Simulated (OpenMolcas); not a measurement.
# Pr⁴⁺ among point charges: CASSCF and CASPT2 levels and susceptibility

Aim: the splitting of the states of Pr⁴⁺ in the field of 12 point charges, its lowest levels with spin-orbit coupling and its magnetic susceptibility.

Method: state-averaged CASSCF and CASPT2, spin-orbit coupling by RASSI with atomic mean-field integrals. Code: OpenMolcas 26.06.

## (1) Starting point

```
Species                           : Pr⁴⁺ (praseodymium, Z = 59, 55 electrons)
Basis                             : ANO-RCC-VDZP [7s6p4d2f1g], 68 functions
Scalar Hamiltonian                : DKH2, point nucleus
Inactive shells                   : 1s 2s 2p 3s 3p 3d 4s 4p 4d 5s 5p
Active space                      : 1 electron in 7 orbitals (4f)
Some configurations of this space : 4f
Orbitals                          : optimised for the highest spin of each parity, averaged over all roots
```

Outer shells as boxes (Hund's rule):

4f
```
4f [↑ ][  ][  ][  ][  ][  ][  ]
```

The ion sits among 12 point charges of -1.5 e arranged as a cuboctahedron (Oh), 2.29 Å from the ion.

Each step is its own input file, run in one work folder so that later steps find the files of earlier ones. Labels, J, g values, rates, χT and fits are worked out afterwards by a script from the matrices that RASSI stores. The input lists half of the charges; inversion (Group=XYZ) makes the rest.

## (2) One- and two-electron integrals

a.inp reads:

```
&GATEWAY
Coord
1

Pr 0.0 0.0 0.0
Basis=ANO-RCC-VDZP
Group=XYZ
NoMove
AngMom=0.0 0.0 0.0
AMFI
XField
6 Angstrom 0
1.619275 1.619275 0.000000 -1.500000
1.619275 -1.619275 0.000000 -1.500000
0.000000 1.619275 1.619275 -1.500000
0.000000 1.619275 -1.619275 -1.500000
1.619275 0.000000 1.619275 -1.500000
1.619275 0.000000 -1.619275 -1.500000
&SEWARD
```

The run is started by

```bash
$ OMP_NUM_THREADS=1 MOLCAS_MEM=2252 MOLCAS_PROJECT=a pymolcas a.inp > a.log
```

The program printed:

```text
Basis set label: PR.ANO-RCC...7S6P4D2F1G.

      Electronic valence basis set:
      ------------------
      Associated Effective Charge  59.000000 au
      Associated Actual Charge     59.000000 au
      Nuclear Model: Point charge

      Shell  nPrim  nBasis  Cartesian Spherical Contaminant
         s      25       7        X
         p      22       6        X
         d      15       4                 X
         f      11       2                 X
         g       4       1                 X
                  Relativistic Douglas-Kroll-Hess integrals:
                    - DKH order of Hamiltonian: 2
                    - DKH order of Properties : 0
                  Atomic mean-field integrals
```

## (3) CASSCF: doublets of odd parity, 7 roots

a.inp reads:

```
&RASSCF
FileOrb=start.orb
Symmetry=2
Spin=2
nActEl=1 0 0
Inactive=15 12
Ras2=0 7
CIRoot=7 7 1
SDav=7
CIMx=300
Iter=120 100
PrWF=0.3
OrbListing=Nothing
MaxOrb=0
>>> COPY $Project.JobIph JOB001
```

The run is started by

```bash
$ OMP_NUM_THREADS=1 MOLCAS_MEM=2252 MOLCAS_PROJECT=a pymolcas a.inp > a.log
```

start.orb holds the contracted functions of the basis, ordered by shell, or the orbitals of the step before.

The program printed, shortened:

```text
[...]
      Number of active orbitals                  7
[...]
      Spin quantum number                      0.5
[...]
      Active orbitals                            0   7
[...]
      Number of CSFs                             7
      Number of root(s) required                 7
[...]
      Convergence after 11 iterations
[...]
      Natural orbitals and occupation numbers for root  1
      sym 2:   0.000000   0.000000  -0.000000   1.000000   0.000000   0.000000  -0.000000
      Natural orbitals and occupation numbers for root  2
      sym 2:   0.000000   0.000000   1.000000   0.000000   0.000000  -0.000000   0.000000
      Natural orbitals and occupation numbers for root  3
      sym 2:   0.000000   0.000000  -0.000000   0.000000   1.000000   0.000000   0.000000
::    RASSCF root number  1 Total energy:  -9243.74630405
::    RASSCF root number  2 Total energy:  -9243.74630405
::    RASSCF root number  3 Total energy:  -9243.74630405
::    RASSCF root number  4 Total energy:  -9243.74477000
::    RASSCF root number  5 Total energy:  -9243.74477000
::    RASSCF root number  6 Total energy:  -9243.74477000
::    RASSCF root number  7 Total energy:  -9243.74474896
```

## (4) RASSI: spin-orbit coupling between the states

a.inp reads:

```
&RASSI
NrOfJobIphs=1 7
1 2 3 4 5 6 7
IphNames
JOB001
EJob
SpinOrbit
DIPRint=1.0
SOCoupling=1000.0
Subsets=2
Property=9
'ANGMOM' 1 'ANGMOM' 2 'ANGMOM' 3 'MLTPL  1' 1 'MLTPL  1' 2 'MLTPL  1' 3
'AMFI' 1 'AMFI' 2 'AMFI' 3
SOProperty=3
'ANGMOM' 1 'ANGMOM' 2 'ANGMOM' 3
```

The program printed, shortened:

```text
SPIN-FREE ENERGIES:
  (Shifted by EMIN (a.u.) =      -9243.7463040473)
 SF State       Relative EMIN(au)   Rel lowest level(eV)    D:o, cm**(-1)      L_eff
     1             0.0000000000        0.0000000000              0.0000         3.0
     2             0.0000000000        0.0000000000              0.0000         3.0
     3             0.0000000000        0.0000000000              0.0000         3.0
     4             0.0015340442        0.0417434679            336.6838         3.0
     5             0.0015340442        0.0417434679            336.6838         3.0
     6             0.0015340442        0.0417434679            336.6838         3.0
     7             0.0015550855        0.0423160327            341.3018         3.0
     Dipole printing threshold changed to   1.00000000E+00
Eigenvalues of complex Hamiltonian:
   -----------------------------------
  (Shifted by EMIN (a.u.) =      -9243.7463040473)
 SO State       Relative EMIN(au)   Rel lowest level(eV)    D:o, cm**(-1)     J-value
     1            -0.0076629173        0.0000000008              0.0000         1.4
     2            -0.0076629173        0.0000000008              0.0000         1.4
     3            -0.0076629174        0.0000000000              0.0000         2.5
     4            -0.0076629174        0.0000000000              0.0000         2.5
     5            -0.0066446423        0.0277086760            223.4855         2.0
     6            -0.0066446423        0.0277086760            223.4855         2.0
     7             0.0061239731        0.3751604010           3025.8727         2.8
     8             0.0061239731        0.3751604010           3025.8727         2.8
     9             0.0071582491        0.4033044845           3252.8700         2.5
    10             0.0071582490        0.4033044837           3252.8700         3.1
    11             0.0071582490        0.4033044837           3252.8700         3.1
[...]
```

Time for these steps: 2.3 s (1 thread of Intel Xeon Platinum 8488C (Sapphire Rapids), shared host).

Spin-free states, with their symmetry labels:

| state | degeneracy | E (cm-1) | free-ion L (%) |
| --- | --- | --- | --- |
| 2T1 | 3 | 0 | F (100) |
| 2T2 | 3 | 337 | F (100) |
| 2A2 | 1 | 341 | F (100) |

With spin-orbit coupling:

| E (cm-1) | Degeneracy | Label | 2S+1 | J | abs mJ (%) | g |
| --- | --- | --- | --- | --- | --- | --- |
| 0.0 | 4 | Γ8 | 2 | 2.50 | 1/2 (50) |  |
| 223.5 | 2 | Γ7 | 2 | 2.50 | 3/2 (83) | 1.43 1.43 1.43 |
| 3026 | 2 | Γ6 | 2 | 3.50 | 1/2 (58) | 2.67 2.67 2.67 |
| 3253 | 4 | Γ8 | 2 | 3.50 | 3/2 (37) |  |
| 3369 | 2 | Γ7 | 2 | 3.50 | 5/2 (75) | 3.43 3.43 3.43 |

Principal g values are given for doublets only; a zero marks a field direction without first-order Zeeman splitting.

Powder χT (cm³ K/mol): 0.48 at 2 K, 0.49 at 5 K, 0.50 at 10 K, 0.52 at 20 K, 0.58 at 50 K, 0.66 at 100 K, 0.71 at 150 K, 0.74 at 200 K, 0.76 at 250 K, 0.78 at 300 K.

Stevens parameters of the J = 5/2 multiplet, 223 cm⁻¹ wide (cm⁻¹): B40 = -6.206e-01, B44 = -3.105e+00.

Orbitals of the lowest block (energies include the constant potential of the surroundings):

| shell | space | energy (hartree) | mean occupation | ⟨r²⟩ (bohr²) |
| --- | --- | --- | --- | --- |
| 1s | inactive | -1546.7892 | 2.000 | 0.000755 |
| 2s | inactive | -251.2205 | 2.000 | 0.0124 |
| 2p | inactive | -224.6939 | 6.000 | 0.00995 |
| 3s | inactive | -54.3067 | 2.000 | 0.0840 |
| 3p | inactive | -45.6681 | 6.000 | 0.0840 |
| 3d | inactive | -33.3627 | 10.000 | 0.0717 |
| 4s | inactive | -9.7712 | 2.000 | 0.433 |
| 4p | inactive | -6.8144 | 6.000 | 0.485 |
| 4d | inactive | -2.4087 | 10.000 | 0.597 |
| 4f | RAS2 |  | 1.000 | 1.03 |
| 5s | inactive | 0.7837 | 2.000 | 2.43 |
| 5p | inactive | 1.6694 | 6.000 | 2.95 |

## (5) CASPT2: IPEA 0.25, imaginary shift 0.1 (closed shells correlated: 5s 5p)

a.inp reads:

```
>>> COPY JOB001 $Project.JobIph
&CASPT2
Multistate=7 1 2 3 4 5 6 7
NoMult
Frozen=14 9
IPEA=0.25
Imaginary=0.1
MaxIter=60
WThr=0.0 0.3 0.05
PrWF=0.5
NoMix
```

The program printed:

```text
Orbital specifications:
      -----------------------

      Symmetry species                           1   2
                                                ag  au
      Frozen orbitals                           14   9
      Inactive orbitals                          1   3
      Active orbitals                            0   7
      Secondary orbitals                        21  13
      Deleted orbitals                           0   0
      Number of basis functions                 36  32
Type of calculation                        SS-CASPT2
      Fock operator                              state-specific
      IPEA shift                                 0.25
      Real shift                                 0.00
      Imaginary shift                            0.10
      The input orbitals will be transformed to quasi-canonical
Reference energy:       -9243.7463040473
      E2 (Non-variational):      -0.1662144814
      Shift correction:          -0.0001467565
      E2 (Variational):          -0.1663612379
      Total energy:           -9243.9126652852
      Residual norm:              0.0000002704
      Reference weight:           0.95428
      Contributions to the CASPT2 correlation energy
      Active & Virtual Only:         -0.0000000000
      One Inactive Excited:          -0.0213697246
      Two Inactive Excited:          -0.1448447568
Reference energy:       -9243.7463040473
      E2 (Non-variational):      -0.1664474952
      Shift correction:          -0.0001479618
      E2 (Variational):          -0.1665954570
      Total energy:           -9243.9128995042
      Residual norm:              0.0000002945
      Reference weight:           0.95412
      Contributions to the CASPT2 correlation energy
      Active & Virtual Only:         -0.0000000000
      One Inactive Excited:          -0.0216042294
      Two Inactive Excited:          -0.1448432657
::    CASPT2 Root  1     Total energy:  -9243.91266529
::    CASPT2 Root  2     Total energy:  -9243.91289950
::    CASPT2 Root  3     Total energy:  -9243.91277526
::    CASPT2 Root  4     Total energy:  -9243.91124158
::    CASPT2 Root  5     Total energy:  -9243.91124013
::    CASPT2 Root  6     Total energy:  -9243.91112926
::    CASPT2 Root  7     Total energy:  -9243.91055552
```

This run: 1.4 s of run time, 1 thread of Intel Xeon Platinum 8488C (Sapphire Rapids), shared host.

SS-CASPT2: lowest energy less the reference's lowest, -0.1665 hartree; reference weights 0.954 to 0.955.

States without spin-orbit coupling:

| state | degeneracy | E (cm-1) | free-ion L (%) |
| --- | --- | --- | --- |
| 2T1 | 3 | 0 | F (100) |
| 2T2 | 3 | 346 | F (100) |
| 2A2 | 1 | 488 | F (100) |

With spin-orbit coupling:

```tsv
E (cm-1)	Degeneracy	Label	2S+1	J	abs mJ (%)	g
0	4	Γ8	2	2.50	1/2 (50)	
290	2	Γ7	2	2.50	3/2 (83)	1.45 1.45 1.45
3020	2	Γ6	2	3.50	1/2 (58)	2.67 2.67 2.67
3260	4	Γ8	2	3.50	3/2 (37)	
3460	2	Γ7	2	3.50	5/2 (75)	3.46 3.46 3.46
```

Powder χT (cm³ K/mol): 0.48 at 2 K, 0.49 at 5 K, 0.49 at 10 K, 0.51 at 20 K, 0.56 at 50 K, 0.63 at 100 K, 0.68 at 150 K, 0.72 at 200 K, 0.74 at 250 K, 0.76 at 300 K.

## (6) The methods side by side

A. CASSCF
B. SS-CASPT2, IPEA 0.25, imaginary shift 0.1 (closed shells correlated: 5s 5p)

| method | ground state | first state of that spin (cm-1) | first gap with spin-orbit (cm-1) | χT at 300 K |
| --- | --- | --- | --- | --- |
| A | 2T1 | 2T2 336.7 | 223.5 | 0.78 |
| B | 2T1 | 2T2 346 | 287.3 | 0.76 |

## (7) Outcome

| quantity | value |
| --- | --- |
| method | SS-CASPT2, IPEA 0.25, imaginary shift 0.1 (closed shells correlated: 5s 5p) |
| spin-free ground state | 2T1, 3-fold in its orbital part |
| first state of the same spin within the active space | 2T2 at 346 cm⁻¹ |
| lowest level | 4-fold Γ8 |
| next level | 287.3 cm⁻¹ |
| χT at 300 K | 0.76 cm³ K/mol |
| effective moment at 300 K | 2.46 μB |

Cost by method:

| method | time of its own steps | time with the reference |
| --- | --- | --- |
| A. CASSCF | 2.3 s | 2.3 s |
| B. SS-CASPT2, IPEA 0.25, imaginary shift 0.1, +5s 5p | 1.4 s | 3.7 s |

Times are of one thread on a shared host.

In words: The spin-free ground state (2T1) comes to 100 % from free-ion F terms and keeps the highest spin of the shell. CASPT2 does not keep the components of a term degenerate, and the means are used. Point charges carry no covalency, so the field is a model and not that of real ligands.
